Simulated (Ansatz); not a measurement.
# CuSb (rocksalt): a single-point run

The task is a single-point run on CuSb (rocksalt). The structure is shown as the input types it.

Computed with Ansatz 0.2.0 (DFT r2SCAN, scalar-relativistic, plane waves, PAW, unless a step's input says otherwise).

1 further run of the same task is left out (set aside as unsound or not needed). Runs told in other sessions of the task aren't counted.

## (1) The system as given

Symmetry: Fm-3m, No. 225, cubic system. The conventional cell has a = 5.383 Å, b = 5.383 Å, c = 5.383 Å, α = 90.00°, β = 90.00°, γ = 90.00°. Cu (site symmetry m-3m) is surrounded by 6 Sb at 2.69 Å. Sb (site symmetry m-3m) is surrounded by 6 Cu at 2.69 Å.

Structure file:

```cif
data_structure
_symmetry_space_group_name_H-M 'Fm-3m'
_symmetry_Int_Tables_number 225
_cell_length_a 5.3825
_cell_length_b 5.3825
_cell_length_c 5.3825
_cell_angle_alpha 90.000
_cell_angle_beta 90.000
_cell_angle_gamma 90.000
_cell_volume 155.94
loop_
_atom_site_label
_atom_site_type_symbol
_atom_site_symmetry_multiplicity
_atom_site_Wyckoff_symbol
_atom_site_fract_x
_atom_site_fract_y
_atom_site_fract_z
_atom_site_occupancy
Cu1 Cu 4 b 0.50000 0.00000 0.00000 1
Sb1 Sb 4 a 0.00000 0.00000 0.00000 1
```

## (2) The calculation

Contents of input.yaml:

```yaml
crystal:
  lattice:
    - [0.0, 2.6912715293, 2.6912715293]
    - [2.6912715293, 0.0, 2.6912715293]
    - [2.6912715293, 2.6912715293, 0.0]
  atoms:
    - { symbol: Cu, position: [0.5, 0.5, 0.5] }
    - { symbol: Sb, position: [0.0, 0.0, 0.0] }
basis:
  ecutwfc: 500
  ecutrho_ratio: 4
kpoints:
  mp_grid: { grid: [12, 12, 12] }
hamiltonian:
  xc: r2scan
scf:
  occupations: { method: methfessel_paxton, width: 5.0 }
  max_iter: 80
output:
  forces: true
  stress: true
```

Launch:

```sh
ansatz run input.yaml --threads 2 --pin off --max-ram 2662MiB --backend cpu --events-out ev --progress --plain --runs-dir out
```

What happens when this is run?

The run converged and reported no error. Convergence says nothing about whether the input makes sense.

The suspect setting: scf.occupations.method is methfessel_paxton; scf.occupations.width is 5.0. Occupations are smeared over electronvolts, wider than many features of the bands.

To check: set scf.occupations.method to gaussian and scf.occupations.width to 0.05.
